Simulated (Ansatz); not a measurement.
# ZrOs: the cost of one run

Program: Ansatz 0.2.0. Level of theory: DFT r2SCAN, scalar-relativistic, plane waves, PAW. These are calculated values, not measurements.

### 1 The structure to begin with

It takes space group Pm-3m (No. 221, cubic). The conventional cell has a = 3.263 Å, b = 3.263 Å, c = 3.263 Å, α = 90.00°, β = 90.00°, γ = 90.00°. Around Zr (site symmetry m-3m) lie 8 Os at 2.83 Å. Os (site symmetry m-3m) is surrounded by 8 Zr at 2.83 Å.

As a file:

```
Zr Os
1.0
     3.26300    0.00000    0.00000
     0.00000    3.26300    0.00000
     0.00000    0.00000    3.26300
Zr Os
1 1
Direct
  0.50000 0.50000 0.50000
  0.00000 0.00000 0.00000
```

Source of the structure: the Crystallography Open Database.

(A quick probe on a coarse mesh, which set the mesh and smearing, is not shown.)

### 3 Relaxing cell and atoms

Input file input.yaml:

```yaml
crystal:
  lattice:
    - [3.263, 0.0, 0.0]
    - [0.0, 3.263, 0.0]
    - [0.0, 0.0, 3.263]
  atoms:
    - { symbol: Zr, position: [0.5, 0.5, 0.5] }
    - { symbol: Os, position: [0.0, 0.0, 0.0] }
basis:
  ecutwfc: 500
kpoints:
  mp_grid: { grid: [14, 14, 14] }
hamiltonian:
  xc: r2scan
scf:
  occupations: { method: gaussian, width: 0.1 }
output:
  forces: true
  stress: true
  eigenvalues: true
relax:
  adjacent_minimum: "off"
  f_tol: 0.005
  max_steps: 80
  cell: { stress_tol: 0.05 }
```

On the command line:

```sh
> ansatz run input.yaml --threads 1 --pin off --max-ram 2560MiB --backend cpu --events-out ev --progress --plain --runs-dir out
```

Q: Estimate wall time and peak memory on 1 thread of an Arm CPU, shared host.

About 44 s, with a peak of 0.45 GiB.
